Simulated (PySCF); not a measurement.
**As (quartet) with other numerical set-ups**

Aim: see how much the energy and properties of As (quartet) depend on the numerical set-up.

Method: method and basis as typed in the scripts; program: PySCF 2.14.0.

### 1 The atom

As (quartet): 1 atom, charge 0, spin multiplicity 4.

### 2 The run that the others are compared with

input.py

```python
from pyscf import gto, dft

mol = gto.M(
    atom='As 0 0 0',
    basis='x2c-tzvpall',
    charge=0,
    spin=3,
    symmetry=True,
    verbose=3,
)
mf = dft.ROKS(mol, xc='o3lyp')
mf = mf.sfx2c1e()
mf.kernel()
mf.dip_moment()
print('orbital energies (hartree):', mf.mo_energy[..., max(0, mol.nelec[1]-3):mol.nelec[0]+3].round(4))
```

Command:

```console
> OMP_NUM_THREADS=1 python input.py
```

Its log is not repeated here.

Base result: E(SCF) = -2261.166212 Eh.

The quartet is typed in the script; nothing here shows that it is the ground state.

### 3 6-31g (X2C off)

Edit 1 changes basis set: x2c-tzvpall → 6-31g; spin-free X2C: on → off.

input.py

```python
from pyscf import gto, dft

mol = gto.M(
    atom='As 0 0 0',
    basis='6-31g',
    charge=0,
    spin=3,
    symmetry=True,
    verbose=3,
)
mf = dft.ROKS(mol, xc='o3lyp')
mf.kernel()
mf.dip_moment()
print('orbital energies (hartree):', mf.mo_energy[..., max(0, mol.nelec[1]-3):mol.nelec[0]+3].round(4))
```

Command:

```console
> OMP_NUM_THREADS=1 python input.py
```

### 4 6-31g* (X2C off)

Edit 2 changes basis set: x2c-tzvpall → 6-31g*; spin-free X2C: on → off.

input.py: that of step 2 with these lines changed.

```diff
@@ -4,3 +4,3 @@
     atom='As 0 0 0',
-    basis='x2c-tzvpall',
+    basis='6-31g*',
     charge=0,
@@ -11,3 +11,2 @@
 mf = dft.ROKS(mol, xc='o3lyp')
-mf = mf.sfx2c1e()
 mf.kernel()
```

### 5 Density fitting weigend

Edit 3 changes density fitting: none → weigend.

input.py: that of step 2 with these lines changed.

```diff
@@ -12,2 +12,3 @@
 mf = mf.sfx2c1e()
+mf = mf.density_fit(auxbasis='weigend')
 mf.kernel()
```

### 6 Lanl2dz (core potential on, X2C off)

Edit 4 changes basis set: x2c-tzvpall → lanl2dz; core potential: off → on; spin-free X2C: on → off. The core potential changes with it: totals don't compare.

input.py: that of step 2 with these lines changed.

```diff
@@ -4,3 +4,4 @@
     atom='As 0 0 0',
-    basis='x2c-tzvpall',
+    basis='lanl2dz',
+    ecp={'As': 'lanl2dz'},
     charge=0,
@@ -11,3 +12,2 @@
 mf = dft.ROKS(mol, xc='o3lyp')
-mf = mf.sfx2c1e()
 mf.kernel()
```

Before running it: what results should come out? Wanted: for each run, E(SCF); from base.

As calculated:

| run | E(SCF) (hartree) | from base (eV) | functions |
| --- | --- | --- | --- |
| base | -2261.166212 | 0 | 48 |
| 6-31g (X2C off) | -2235.937397 | not comparable | 27 |
| 6-31g* (X2C off) | -2236.003094 | not comparable | 32 |
| density fitting weigend | -2258.481959 | +73.0423 | 48 |
| lanl2dz (core potential on, X2C off) | -6.069079 | not comparable | 8 |

In words: Total energies from different bases, Hamiltonians or methods carry different errors, so properties are taken as differences within one set-up.
